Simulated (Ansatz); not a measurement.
**CH₆AuN: a ladder of functionals and wavefunction methods**

The task here is to estimate one member of a computed series from the others.

Computed with Ansatz 0.2.0, Gaussian basis. Level: functionals in def2-TZVPP, the program's frozen cores in correlated methods.

Levels to be run: LDA (SPW92), PBE-D4, revPBE-D4, BLYP-D4, r2SCAN-D4, B97M-V, PBE0-D4, B3LYP-D4, r2SCANh-D4, r2SCAN0-D4, HSE06-D4, BHLYP-D4, CAM-B3LYP-D4, LC-ωPBE, ωB97X-V, ωB97M-V, B2PLYP, PBE-QIDH; CCSD(T)/def2-SVP; CCSD(T)/def2-TZVPP; MP2/def2-QZVPP; extrapolation to the limit; RPA on PBE.

**The geometry**

The geometry comes from an earlier relaxation with PBE0-D4 in a triple-zeta def2 set; it is a stationary point, not always the lowest conformer. Au takes the def2 core potential; no spin-orbit term is included.

SMILES `[CH3][Au-][NH3+]`, 9 atoms, charge 0, spin multiplicity 1.

Atoms are counted from 1 here; the program's logs count them from 0.

Bond lengths: C1–Au2 2.019 Å, C1–H4 1.094 Å, C1–H5 1.094 Å, C1–H6 1.094 Å, Au2–N3 2.166 Å, N3–H7 1.014 Å, N3–H8 1.014 Å, N3–H9 1.014 Å. Angles: Au2–C1–H4 110.6°, Au2–C1–H5 110.6°, Au2–C1–H6 110.6°, H4–C1–H5 108.4°, H4–C1–H6 108.4°, H5–C1–H6 108.4°, C1–Au2–N3 180.0°, Au2–N3–H7 110.8°, Au2–N3–H8 110.8°, Au2–N3–H9 110.8°, H7–N3–H8 108.1°, H7–N3–H9 108.1°, H8–N3–H9 108.1°.

Coordinates:

```xyz
9
charge 0, multiplicity 1
C    -1.02947    1.43840   -1.07335
Au   -0.01902    0.03513   -0.03184
N     1.06515   -1.47099    1.08614
H    -1.91355    1.00284   -1.54724
H    -0.39587    1.86709   -1.85479
H    -1.35577    2.24649   -0.41274
H     1.99823   -1.59713    0.71007
H     0.58662   -2.36396    1.04626
H     1.15217   -1.20406    2.06039
```

The first run:

Input file in.yaml:

```yaml
crystal:
  periodic: [false, false, false]
  atoms:
    - {symbol: C, position_ang: [-1.029468, 1.438399, -1.073347]}
    - {symbol: Au, position_ang: [-0.019018, 0.035129, -0.031835]}
    - {symbol: N, position_ang: [1.065150, -1.470992, 1.086145]}
    - {symbol: H, position_ang: [-1.913550, 1.002842, -1.547245]}
    - {symbol: H, position_ang: [-0.395866, 1.867088, -1.854791]}
    - {symbol: H, position_ang: [-1.355772, 2.246493, -0.412743]}
    - {symbol: H, position_ang: [1.998226, -1.597130, 0.710067]}
    - {symbol: H, position_ang: [0.586624, -2.363965, 1.046256]}
    - {symbol: H, position_ang: [1.152174, -1.204064, 2.060392]}
basis:
  gaussian: {orbitals: def2-TZVPP}
hamiltonian: {xc: lda}
output: {orbitals: {seedname: orbitals}}
```

Steps of the session up to this table: LDA; PBE-D4 (GGA); revPBE-D4 (GGA); BLYP-D4 (GGA); r2SCAN-D4 (meta-GGA); B97M-V (meta-GGA); PBE0-D4 (hybrid); B3LYP-D4 (hybrid); r2SCANh-D4 (hybrid); r2SCAN0-D4 (hybrid); HSE06-D4 (hybrid); BHLYP-D4 (hybrid); CAM-B3LYP-D4 (range-separated); LC-ωPBE-D4 (range-separated; the results give it without D4); ωB97X-V (range-separated); ωB97M-V (range-separated); B2PLYP (double hybrid); PBE-QIDH (double hybrid).

One table of the session follows, with a row left open; its other results are not shown here.

It belongs to the step «Frontier levels by functional». 

```
  functional  HOMO (eV)  gap (eV)
 LDA (SPW92)      -5.57      4.50
      PBE-D4      -5.30      4.32
   revPBE-D4      -5.21      4.28
     BLYP-D4      -5.19      4.18
   r2SCAN-D4      -5.48      5.13
      B97M-V      -5.24      4.40
     PBE0-D4      -6.24      6.04
    B3LYP-D4      -6.10      5.55
  r2SCANh-D4      -5.85      5.74
  r2SCAN0-D4      -6.41      6.63
    HSE06-D4      -5.85      5.28
    BHLYP-D4      -7.08      7.44
CAM-B3LYP-D4          ?         ?
     LC-ωPBE      -8.67     10.44
     ωB97X-V      -8.40      9.99
     ωB97M-V      -8.36      9.50
```

Estimate the missing values for CAM-B3LYP-D4.

**Answer.** HOMO (eV): -7.50; gap (eV): 8.02. In the column «HOMO (eV)» it lies between ωB97M-V (-8.36) and BHLYP-D4 (-7.08).
